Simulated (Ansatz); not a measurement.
## Mg2Sb3, space group P-3m1: a single point from an input typed as a dict, step by step

With Ansatz 0.2.0, Python API.

Run as a notebook:

In [1]:
```python
import ansatz
import numpy as np
```

In [2]:
```python
settings = {
    'crystal': {
        'lattice': [[4.695362, 0.0, 0.0], [-2.347681, 4.066303, 0.0], [0.0, 0.0, 7.490325]],
        'atoms': [
            {'symbol': 'Mg', 'position': [0.333333, 0.666667, 0.164833]},
            {'symbol': 'Mg', 'position': [0.666667, 0.333333, 0.835167]},
            {'symbol': 'Sb', 'position': [0.333333, 0.666667, 0.580275]},
            {'symbol': 'Sb', 'position': [0.666667, 0.333333, 0.419725]},
            {'symbol': 'Sb', 'position': [0.0, 0.0, 0.0]},
        ],
    },
    'kpoints': {'mp_grid': {'grid': [6, 6, 3]}},
    'hamiltonian': {'xc': 'pbesol'},
    'scf': {'occupations': {'method': 'gaussian', 'width': 0.05}},
    'output': {'forces': True, 'stress': True},
}
```

In [3]:
```python
res = ansatz.Session.from_dict(settings).plan().execute()
r = res.report
```
```text
DeckWarning: the atoms were moved onto the symmetric positions of the space group found under crystal.symmetry.tolerance 1.0e-5 (fractional; no operation is sought that the atoms, as they stand in a round, miss by more than twice it, and no atom is moved by [...]
DeckWarning: basis.ecutwfc = 420 eV, auto-derived from the records' recommended cutoffs: set by Mg (normal level)
```

In [4]:
```python
r['kweights']
```
Out [4]:
```text
[0.009259259259259259, 0.018518518518518517, 0.05555555555555555, 0.05555555555555555,
 0.05555555555555555, 0.05555555555555555, 0.05555555555555555, 0.05555555555555555,
 0.027777777777777776, 0.05555555555555555, 0.05555555555555555, 0.1111111111111111,
 0.1111111111111111, 0.1111111111111111, 0.1111111111111111, 0.018518518518518517,
 0.037037037037037035]
```

In [5]:
```python
r['n_kpoints'], r['n_symmetry_ops'], r['n_pw']
```
Out [5]:
```text
(17, 12, 2791)
```

In [6]:
```python
r['converged'], r['free_energy_ev']
```
Out [6]:
```text
(True, -23048.91593037897)
```

In [7]:
```python
energy = r['free_energy_ev']
print('Mg2Sb3: {:.6f} eV = {:.6f} Ry = {:.6f} Ha'.format(energy, energy / 13.605693, energy / 27.211386))
print('Fermi level {:.4f} eV, {} k-points, {} symmetry operations'.format(r['fermi_energy_ev'], r['n_kpoints'], r['n_symmetry_ops']))

forces = np.array(r['forces_ev_ang'])
norms = np.linalg.norm(forces, axis=1)
print('largest force {:.4f} eV/A on atom {}'.format(norms.max(), norms.argmax()))
print(np.array2string(forces, precision=4, suppress_small=True))

print('pressure by term (GPa)')
for term, tensor in r['stress_terms_gpa'].items():
    if np.any(tensor):
        print(f'  {term:28s} {np.trace(np.array(tensor)) / 3:12.3f}')
print(f'  {"total":28s} {np.trace(np.array(r["stress_gpa"])) / 3:12.3f}')
```
```text
Mg2Sb3: -23048.915930 eV = -1694.064090 Ry = -847.032045 Ha
Fermi level 7.9730 eV, 17 k-points, 12 symmetry operations
largest force 0.0344 eV/A on atom 0
[[-0.      0.     -0.0344]
 [ 0.     -0.      0.0344]
 [ 0.      0.     -0.0326]
 [ 0.     -0.      0.0326]
 [-0.      0.      0.    ]]
pressure by term (GPa)
  kinetic                           577.095
  hartree                          1287.160
  ewald                           -2129.816
  local_pseudopotential             290.202
  nonlocal_pseudopotential         -156.707
  augmentation                      255.685
  nlcc                             -242.646
  xc                                117.401
  augmentation_tail                  -0.000
  scf_correction                      0.000
  pulay_correction                    0.022
  total                              -1.603
```

Caveats:
- Absolute energies stand on the zero of these potentials, so only differences at equal settings mean something. A total without «per atom» is that of the cell as typed.
- The mesh is modest for a metal, so energies can be off by several to tens of meV an atom and pressures by half a GPa or more; differences at equal mesh fare better.
- An absolute Fermi energy rests on an arbitrary zero of the periodic potential and has no direct meaning.
- Pressure is positive in compression.
- This cell is a computed structure, which may not be the phase found in nature.
- Warnings are shown shortened and without file and line.
- Timing: 5.1 s on 1 thread of Arm Neoverse V1 (shared host), peak memory 0.44 GiB.

(Lines on the test bed's own set-up are left out of the output.)
